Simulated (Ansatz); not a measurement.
# TePtS (2H monolayer (Janus) type, one sheet): maximally localised Wannier functions

Where do the localised orbitals of TePtS (2H monolayer (Janus) type, one sheet) sit, how far are they spread, and how do the settings change that? Plan: PBE, anion s p, 6×6×1; PBE, anion s p, 12×12×1; PBE, anion p, 6×6×1; PBE, metal d and anion p, 6×6×1; PBE, metal d and anion p, disentangled, 6×6×1; PBE, metal d, 6×6×1; r2SCAN, anion s p, 6×6×1; r2SCAN, anion p, 6×6×1; PBE with spin-orbit coupling, anion s p, 6×6×1; PBE with spin-orbit coupling, metal d and anion p, disentangled, 6×6×1; PBE with spin-orbit coupling, anion p, 6×6×1 (level, trial orbitals, Wannier mesh).

Computed with Ansatz 0.2.0 (plane waves, PAW, unless a step's input says otherwise).

3 further runs of the same task are left out: 3 that didn't finish.

## 1. The starting structure

Symmetry: P3m1, No. 156, trigonal system. The conventional cell has a = 3.862 Å, b = 3.862 Å, c = 30.576 Å, α = 90.00°, β = 90.00°, γ = 120.00°. Pt (site symmetry 3m) is surrounded by 3 Te at 2.59 Å and 3 S at 2.60 Å. S (site symmetry 3m) is surrounded by 3 Pt at 2.60 Å and 1 Te at 2.64 Å. Around Te (site symmetry 3m) lie 3 Pt at 2.59 Å and 1 S at 2.64 Å.

As a file:

```
CELL_PARAMETERS angstrom
3.86194 0.00000 0.00000
-1.93097 3.34454 0.00000
0.00000 0.00000 30.57570
ATOMIC_POSITIONS crystal
Pt 0.33333 0.66667 0.29409
S 0.66667 0.33333 0.33768
Te 0.66667 0.33333 0.25128
```

Cell and atoms come from an earlier r2SCAN relaxation. The cell holds one sheet and vacuum, and is periodic in the plane alone; ε, where given, is a mean over the whole height of the cell, so ε₂ and ε₁ − 1 scale inversely with that height and aren't the sheet's own values. Spin-orbit coupling, which matters for Pt, Te, is in the runs so named alone.

## 2. PBE, anion s p, 6×6×1

File input.yaml:

```yaml
crystal:
  lattice:
    - [3.8619408719, 0.0, 0.0]
    - [-1.9309704359, 3.344538903, 0.0]
    - [0.0, 0.0, 30.5757022432]
  atoms:
    - { symbol: Pt, position: [0.3333333333, 0.6666666667, 0.2940919642] }
    - { symbol: S, position: [0.6666666667, 0.3333333333, 0.3376786564] }
    - { symbol: Te, position: [0.6666666667, 0.3333333333, 0.2512835047] }
  periodic: [true, true, false]
kpoints:
  mp_grid: { grid: [6, 6, 1] }
  band_path:
    path:
      - [0, 0, 0]
      - [0.5, 0, 0]
      - [0.3333333333333, 0.3333333333333, 0]
      - [0, 0, 0]
    npoints: 10
hamiltonian:
  xc: pbe
scf:
  occupations: { method: fixed }
  n_extra_bands: 6
output:
  forces: false
  stress: false
  eigenvalues: true
  wannier:
    kmesh: [6, 6, 1]
    projections: [{ species: S, l: s, shell: 3 }, { species: S, l: p, shell: 3 }]
    minimise: true
    write_hr: true
    conv_tol: 1.0e-08
    max_iter: 3000
```

The runs that follow: PBE, anion s p, 12×12×1; PBE, anion p, 6×6×1; PBE, metal d and anion p, 6×6×1; PBE, metal d and anion p, disentangled, 6×6×1; PBE, metal d, 6×6×1; r2SCAN, anion s p, 6×6×1; r2SCAN, anion p, 6×6×1; PBE with spin-orbit coupling, anion s p, 6×6×1; PBE with spin-orbit coupling, metal d and anion p, disentangled, 6×6×1; PBE with spin-orbit coupling, anion p, 6×6×1.

Q: Predict the results of all the runs planned. Wanted: total spread, PBE, anion s p, 6×6×1; total spread, PBE, anion s p, 12×12×1; total spread, PBE, anion p, 6×6×1; total spread, PBE, metal d and anion p, 6×6×1; total spread, PBE, metal d and anion p, disentangled, 6×6×1; total spread, PBE, metal d, 6×6×1; total spread, r2SCAN, anion s p, 6×6×1; total spread, r2SCAN, anion p, 6×6×1; total spread, PBE with spin-orbit coupling, anion s p, 6×6×1.

**Answer**, as computed:

| quantity | value |
| --- | --- |
| total spread, PBE, anion s p, 6×6×1 | 17.16 Å² over 4 functions |
| total spread, PBE, anion s p, 12×12×1 | 23.43 Å² over 4 functions |
| total spread, PBE, anion p, 6×6×1 | 16.10 Å² over 3 functions |
| total spread, PBE, metal d and anion p, 6×6×1 | 20.39 Å² over 8 functions |
| total spread, PBE, metal d and anion p, disentangled, 6×6×1 | 32.71 Å² over 8 functions |
| total spread, PBE, metal d, 6×6×1 | 15.83 Å² over 5 functions |
| total spread, r2SCAN, anion s p, 6×6×1 | 16.79 Å² over 4 functions |
| total spread, r2SCAN, anion p, 6×6×1 | 15.78 Å² over 3 functions |
| total spread, PBE with spin-orbit coupling, anion s p, 6×6×1 | 33.52 Å² over 8 functions |
| total spread, PBE with spin-orbit coupling, metal d and anion p, disentangled, 6×6×1 | 63.22 Å² over 16 functions |
| total spread, PBE with spin-orbit coupling, anion p, 6×6×1 | 31.74 Å² over 6 functions |
| centres of the first set | 0.31 to 0.95 Å from the nearest atom |

In words: With PBE, anion s p, 6×6×1 the 4 functions move off the atoms, with a mean spread of 4.29 Å²; 94 % of the total is gauge invariant. The total spread goes from 17.16 Å² on 6×6×1 to 23.43 Å² on 12×12×1: finite differences in k understate it on coarse meshes, while the largest miss of a band goes from 0.81 to 0.79 eV. On one set and mesh the functional gives 17.16 (PBE), 16.79 (r2SCAN) Å². The disentangled models miss some band by up to 0.3 eV, which may lie outside their frozen windows.
